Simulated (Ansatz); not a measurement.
# Cobalt, dhcp under r²SCAN: ground state and equation of state

The plan for cobalt in the dhcp structure: relax it, solve it on a dense k-mesh, then scale the cell to 7 volumes from 88 to 112 % of the relaxed one and try a fit of the equation of state. The start is ferromagnetic. The k-meshes are 14×14×4 for the relaxation; 19×19×5 for the dense run; 16×16×5 for the volumes.

Program: Ansatz 0.2.0. Level of theory: DFT r2SCAN, plane waves (500 eV) with PAW, scalar-relativistic; PBE-made PAW files. These are calculated values, not measurements.

## Step 1: The system as given

The structure is hexagonal, space group P6_3/mmc (No. 194). Conventional cell: a = 2.502 Å, b = 2.502 Å, c = 8.171 Å, α = 90.00°, β = 90.00°, γ = 120.00°. Around Co (site symmetry -3m) lie 12 Co at 2.50 Å. Around Co (site symmetry -6m2) lie 12 Co at 2.50 Å.

Structure file:

```cif
data_structure
_symmetry_space_group_name_H-M 'P6_3/mmc'
_symmetry_Int_Tables_number 194
_cell_length_a 2.5019
_cell_length_b 2.5019
_cell_length_c 8.1712
_cell_angle_alpha 90.000
_cell_angle_beta 90.000
_cell_angle_gamma 120.000
_cell_volume 44.29
loop_
_atom_site_label
_atom_site_type_symbol
_atom_site_symmetry_multiplicity
_atom_site_Wyckoff_symbol
_atom_site_fract_x
_atom_site_fract_y
_atom_site_fract_z
_atom_site_occupancy
Co1 Co 2 a 0.00000 0.00000 0.00000 1
Co2 Co 2 c 0.33333 0.66667 0.25000 1
```

The atoms start with moments of +1.7 ×4 μB.

## Step 2: Geometry optimisation

Input file input.yaml:

```yaml
crystal:
  lattice:
    - [2.5018845205, 0.0, 0.0]
    - [-1.2509422603, 2.1666955521, 0.0]
    - [0.0, 0.0, 8.1711548441]
  atoms:
    - { symbol: Co, position: [0.0, 0.0, 0.0], spin: 1.7 }
    - { symbol: Co, position: [0.0, 0.0, 0.5], spin: 1.7 }
    - { symbol: Co, position: [0.3333333333, 0.6666666667, 0.25], spin: 1.7 }
    - { symbol: Co, position: [0.6666666667, 0.3333333333, 0.75], spin: 1.7 }
hamiltonian:
  xc: r2scan
  pseudopotentials:
    kind: paw
    azcp:
      Co: "pseudopotentials/Co.paw.azcp"
basis:
  ecutwfc: 500
  fft_grid_basis: typed
kpoints:
  mp_grid: { grid: [14, 14, 4], shift: [0, 0, 0] }
magnetization:
  spin_polarized: true
scf:
  occupations: { method: fermi_dirac, width: 0.05 }
relax:
  max_steps: 60
  f_tol: 0.01
  cell: {}
```

Started as:

```
$ ansatz run input.yaml --threads 1 --pin off --max-ram 3584MiB --backend cpu --events-out ev --progress --plain --runs-dir out
```

Further steps of the session: The energy on a finer k-mesh; Equation of state: 88 %; Equation of state: 92 %; Equation of state: 96 %; Equation of state: 100 %; Equation of state: 104 %; Equation of state: 108 %; Equation of state: 112 %.

What does the calculation give? Wanted: space group; conventional cell; volume; shortest distance; gap on the mesh; magnetic state; relative to hcp, ferromagnetic; V₀, B₀, B₀′.

As calculated:

```
                      quantity                                   value
space group (spins left aside)                      P6_3/mmc (No. 194)
             conventional cell  a = 2.472 Å, c = 8.082 Å (c/a = 3.270)
                        volume                          10.689 Å³/atom
             shortest distance                                 2.472 Å
               gap on the mesh            none (levels filled in part)
                magnetic state   ferromagnetic, up to 1.93 μB per atom
relative to hcp, ferromagnetic                            -12 meV/atom
                   V₀, B₀, B₀′            10.694 Å³/atom, 224 GPa, 4.8
```

In words: The relaxation shrank the cell by 3.5 % in volume. Against the reference form of cobalt (hcp, ferromagnetic, computed apart with the same settings) it stands 12 meV/atom lower, so this level prefers it, against what is seen in nature. The final state is ferromagnetic (largest moment 1.93 μB). No gap shows: it is a metal or semimetal at this level. B₀ comes out at 224 GPa; letting shape and positions relax at each volume could only lower it. Relaxation kept the symmetry; phonons were not checked.
